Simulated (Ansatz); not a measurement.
# C₃H₇FOSn: a ladder of functionals and wavefunction methods

The task here is to estimate one member of a computed series from the others.

Method: functionals in def2-TZVPP, the program's frozen cores in correlated methods; program: Ansatz 0.2.0, Gaussian basis.

Plan: PBE-D4, r2SCAN-D4, PBE0-D4, B3LYP-D4, ωB97X-V, ωB97M-V, B2PLYP; CCSD(T)/def2-TZVPP; MP2/def2-QZVPP; extrapolation to the limit.

**The relaxed structure**

All runs share one geometry, relaxed beforehand with PBE0-D4 in a triple-zeta def2 set. Sn takes the def2 core potential; no spin-orbit term is included.

SMILES `CC(C)[O][Sn][F]`, 13 atoms, charge 0, spin multiplicity 1.

Atoms are counted from 1 here; the program's logs count them from 0.

Bond lengths: C1–C2 1.518 Å, C1–H7 1.093 Å, C1–H8 1.093 Å, C1–H9 1.092 Å, C2–C3 1.518 Å, C2–O4 1.416 Å, C2–H10 1.098 Å, C3–H11 1.093 Å, C3–H12 1.092 Å, C3–H13 1.093 Å, O4–Sn5 1.956 Å, Sn5–F6 1.958 Å. Angles: C2–C1–H7 110.7°, C2–C1–H8 110.3°, C2–C1–H9 110.3°, H7–C1–H8 108.3°, H7–C1–H9 108.2°, H8–C1–H9 109.0°, C1–C2–C3 112.1°, C1–C2–O4 111.0°, C1–C2–H10 108.5°, C3–C2–O4 111.0°, C3–C2–H10 108.5°, O4–C2–H10 105.6°, C2–C3–H11 110.3°, C2–C3–H12 110.3°, C2–C3–H13 110.7°, H11–C3–H12 109.0°, H11–C3–H13 108.3°, H12–C3–H13 108.2° and more.

The first run:

in.yaml

```yaml
crystal:
  periodic: [false, false, false]
  atoms:
    - {symbol: C, position_ang: [0.664805, 0.019178, -1.211251]}
    - {symbol: C, position_ang: [-0.323618, 0.615797, -0.226000]}
    - {symbol: C, position_ang: [0.241103, 0.677035, 1.181485]}
    - {symbol: O, position_ang: [-1.550710, -0.089633, -0.249200]}
    - {symbol: Sn, position_ang: [-2.063108, -1.931505, 0.163569]}
    - {symbol: F, position_ang: [-0.300098, -2.620816, 0.662664]}
    - {symbol: H, position_ang: [1.570323, 0.628691, -1.267249]}
    - {symbol: H, position_ang: [0.948451, -0.989545, -0.899705]}
    - {symbol: H, position_ang: [0.223742, -0.027624, -2.209424]}
    - {symbol: H, position_ang: [-0.563321, 1.637805, -0.549426]}
    - {symbol: H, position_ang: [0.518980, -0.323839, 1.522234]}
    - {symbol: H, position_ang: [-0.498070, 1.094374, 1.868881]}
    - {symbol: H, position_ang: [1.131530, 1.310091, 1.213432]}
basis:
  gaussian: {orbitals: def2-TZVPP}
hamiltonian: {xc: pbe, dispersion: d4}
output: {forces: true, orbitals: {seedname: orbitals}}
```

Launch:

```
$ ansatz run in.yaml --threads 2 --pin off --events-out ev --progress --plain --max-ram 32768MiB --backend cuda --devices 0, --max-vram 18GiB
```

Steps of the session up to this table: PBE-D4 (GGA); r2SCAN-D4 (meta-GGA); PBE0-D4 (hybrid); B3LYP-D4 (hybrid); ωB97X-V (range-separated); ωB97M-V (range-separated); B2PLYP (double hybrid); CCSD(T) in def2-TZVPP; MP2 in def2-QZVPP.

One table of the session follows, with a row left open; its other results are not shown here.

| method | atomisation energy (kJ/mol) |
| --- | --- |
| PBE-D4 | ? |
| r2SCAN-D4 | 5040.8 |
| PBE0-D4 | 5029.1 |
| B3LYP-D4 | 5029.5 |
| ωB97X-V | 5041.4 |
| ωB97M-V | 5031.8 |
| B2PLYP | 4977.8 |
| HF/def2-TZVPP | 3623.9 |
| MP2/def2-TZVPP | 4996.6 |
| CCSD/def2-TZVPP | 4824.1 |
| CCSD(T)/def2-TZVPP | 4905.4 |
| MP2/CBS | 5139.9 |
| CCSD(T)/CBS | 5048.7 |

**Question.** Estimate the row for PBE-D4.

As computed: atomisation energy (kJ/mol): 5147.6. In the column «atomisation energy (kJ/mol)» it is the highest.

Caveats from the session: Free atoms (3 C, 1 O, 1 Sn, 1 F, 7 H) were run apart at each level; the atomisation energy is their sum less the molecule, without zero-point or spin-orbit terms.
